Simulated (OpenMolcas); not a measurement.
# Cu³⁺ in MgO: CASSCF levels and susceptibility

Aim: the ligand-field states of Cu³⁺ in this surrounding, its lowest levels with spin-orbit coupling and its magnetic susceptibility.

Program: OpenMolcas 26.06. Level of theory: state-averaged CASSCF, spin-orbit coupling by RASSI with atomic mean-field integrals. These are calculated values, not measurements, unless marked.

3 further runs of the same task are left out: 2 that didn't finish, 1 set aside as unsound or not needed.

## (1) The system

```
Species                           : Cu³⁺ (copper, Z = 29, 26 electrons)
Basis                             : ANO-RCC-VDZP [5s4p2d1f], 142 functions with the ligands
Scalar Hamiltonian                : DKH2, point nucleus
Inactive shells                   : 1s 2s 2p 3s 3p of the metal, and all ligand shells
Active space                      : 8 electrons in 5 orbitals (3d)
Some configurations of this space : 3d8
Orbitals                          : optimised for each spin and parity, averaged over all roots
```

Outer shells as boxes (Hund's rule):

3d8
```
3d [↑↓][↑↓][↑↓][↑ ][↑ ]
```

Cu³⁺ is taken with its 6 nearest oxide ions at 2.029 Å, on the cation site of MgO (a = 4.2112 Å). The rest of the host is ab initio model potentials to 7.6 Å, with orthogonalisation functions on the cations behind the ligands, and point charges beyond; the distance is set by hand, nothing relaxes, and no local charge compensation is placed. Ligand basis ANO-RCC-VDZP.

```xyz
19

Cu    0.0000    0.0000    0.0000
O     2.0290    0.0000    0.0000
O     0.0000    2.0290    0.0000
O    -2.0290    0.0000    0.0000
O     0.0000   -2.0290    0.0000
O     0.0000    0.0000    2.0290
O     0.0000    0.0000   -2.0290
Mg    0.0000    2.1056   -2.1056
Mg    0.0000   -2.1056    2.1056
Mg    0.0000    2.1056    2.1056
Mg    0.0000   -2.1056   -2.1056
Mg    2.1056   -2.1056    0.0000
Mg   -2.1056    2.1056    0.0000
Mg    2.1056    0.0000   -2.1056
Mg   -2.1056    0.0000    2.1056
Mg    2.1056    0.0000    2.1056
Mg   -2.1056    0.0000   -2.1056
Mg    2.1056    2.1056    0.0000
Mg   -2.1056   -2.1056    0.0000
```

The work runs as a chain of OpenMolcas steps in one folder; each step below is one input file. Labels, J, g values, rates, χT and fits are worked out afterwards by a script from the matrices that RASSI stores.

## (2) Basis and integrals

Input file a.inp:

```
&GATEWAY
Basis set
Cu.ANO-RCC-VDZP.
Cu1 0.0 0.0 0.0 Angstrom
End of basis
Basis set
O.ANO-RCC-VDZP.
L1 2.029000 0.000000 0.000000 Angstrom
L2 0.000000 2.029000 0.000000 Angstrom
L3 0.000000 0.000000 2.029000 Angstrom
End of basis
Basis set
Mg.EMB-AIMP.Pascual.10s4p.1s1p.ECP.MgO.
PseudoCharge
* 3 symmetry-unique lattice sites within 7.6 angstrom
End of basis
Basis set
Mg.EMB-AIMP.Pascual.0s.0s.ECP.MgO.
PseudoCharge
* 40 symmetry-unique lattice sites within 7.6 angstrom
End of basis
Basis set
O.EMB-AIMP.Pascual.0s.0s.ECP.MgO.
PseudoCharge
* 55 symmetry-unique lattice sites within 7.6 angstrom
End of basis
Symmetry
XYZ
AngMom=0.0 0.0 0.0
AMFI
RICD
XField
997 Angstrom 0
* Evjen-weighted lattice charges
&SEWARD
```

Run with:

```bash
$ OMP_NUM_THREADS=1 MOLCAS_MEM=2457 MOLCAS_PROJECT=a pymolcas a.inp > a.log
```

## (3) Reference wave functions, triplets, 10 roots

Input file a.inp:

```
&RASSCF
FileOrb=start.orb
Symmetry=1
Spin=3
nActEl=8 0 0
Inactive=18 21
Ras2=5 0
CIRoot=10 10 1
SDav=10
CIMx=300
Iter=150 100
PrWF=0.3
OrbListing=Nothing
MaxOrb=0
LevShft=1.0
>>> COPY $Project.JobIph JOB001
```

start.orb holds start orbitals that the driver prepared beforehand, or those of the step before.

## (4) CASSCF: singlets, 15 roots

Input file a.inp:

```
&RASSCF
FileOrb=start.orb
Symmetry=1
Spin=1
nActEl=8 0 0
Inactive=18 21
Ras2=5 0
CIRoot=15 15 1
SDav=15
CIMx=300
Iter=150 100
PrWF=0.3
OrbListing=Nothing
MaxOrb=0
LevShft=1.0
>>> COPY $Project.JobIph JOB002
```

## (5) RASSI: spin-orbit coupling between the states

Input file a.inp:

```
&RASSI
NrOfJobIphs=2 10 15
1 2 3 4 5 6 7 8 9 10
1 2 3 4 5 6 7 8 9 10 11 12 13 14 15
IphNames
JOB001
JOB002
EJob
SpinOrbit
DIPRint=1.0
SOCoupling=1000.0
Subsets=2
Property=9
'ANGMOM' 1 'ANGMOM' 2 'ANGMOM' 3 'MLTPL  1' 1 'MLTPL  1' 2 'MLTPL  1' 3
'AMFI' 1 'AMFI' 2 'AMFI' 3
SOProperty=3
'ANGMOM' 1 'ANGMOM' 2 'ANGMOM' 3
```

What does the calculation give? Wanted: spin-free ground state; first state of the same spin within the active space; lowest level; next level.

The runs gave:

| quantity | value |
| --- | --- |
| method | CASSCF |
| spin-free ground state | 3A2, 1-fold in its orbital part |
| first state of the same spin within the active space | 3T2 at 11100 cm⁻¹ |
| lowest level | 3-fold T2 |
| next level | 10698.3 cm⁻¹ |
| χT at 300 K | 1.24 cm³ K/mol |
| effective moment at 300 K | 3.15 μB |

The spin-free ground state (3A2) is 1-fold and keeps the highest spin of the shell. χT at 300 K is 1.24, against 1.00 cm³ K/mol for the spin alone, so orbital moment adds to it. The bonds are covalent and no ligand orbital is active, so the numbers are rough.
